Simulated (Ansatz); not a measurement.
# Se (Se, hcp): the cost of one run

Method: DFT LDA (PW92), plane waves (420 eV) with PAW, scalar-relativistic; PAW files made under PBE, frozen cores solved again for the functional, in Ansatz 0.2.0.

## (1) Starting point

It takes space group P6_3/mmc (No. 194, hexagonal). Conventional cell: a = 3.136 Å, b = 3.136 Å, c = 5.121 Å, α = 90.00°, β = 90.00°, γ = 120.00°. Se (site symmetry -6m2) is surrounded by 12 Se at 3.14 Å.

Coordinates:

```cif
data_structure
_symmetry_space_group_name_H-M 'P6_3/mmc'
_symmetry_Int_Tables_number 194
_cell_length_a 3.1360
_cell_length_b 3.1360
_cell_length_c 5.1211
_cell_angle_alpha 90.000
_cell_angle_beta 90.000
_cell_angle_gamma 120.000
_cell_volume 43.62
loop_
_atom_site_label
_atom_site_type_symbol
_atom_site_symmetry_multiplicity
_atom_site_Wyckoff_symbol
_atom_site_fract_x
_atom_site_fract_y
_atom_site_fract_z
_atom_site_occupancy
Se1 Se 2 c 0.33333 0.66667 0.25000 1
```

## (2) Geometry optimisation

The input, input.yaml:

```yaml
crystal:
  lattice:
    - [3.1360302227, 0.0, 0.0]
    - [-1.5680151114, 2.7158818399, 0.0]
    - [0.0, 0.0, 5.1211373537]
  atoms:
    - { symbol: Se, position: [0.3333333333, 0.6666666667, 0.25] }
    - { symbol: Se, position: [0.6666666667, 0.3333333333, 0.75] }
hamiltonian:
  xc: lda
  pseudopotentials:
    kind: paw
    azcp:
      Se: "pseudopotentials/Se.paw.azcp"
basis:
  ecutwfc: 420
  fft_grid_basis: typed
kpoints:
  mp_grid: { grid: [12, 12, 6], shift: [0, 0, 0] }
magnetization:
  spin_polarized: false
scf:
  occupations: { method: fermi_dirac, width: 0.1 }
relax:
  max_steps: 60
  f_tol: 0.01
  cell: {}
output:
  write_density: true
  write_potential: true
  elf: true
  volumetric_format: npy
```

Q: Estimate wall time and peak memory on 2 threads of Arm Neoverse V1, shared host.

About 20 s, with a peak of 0.37 GiB.
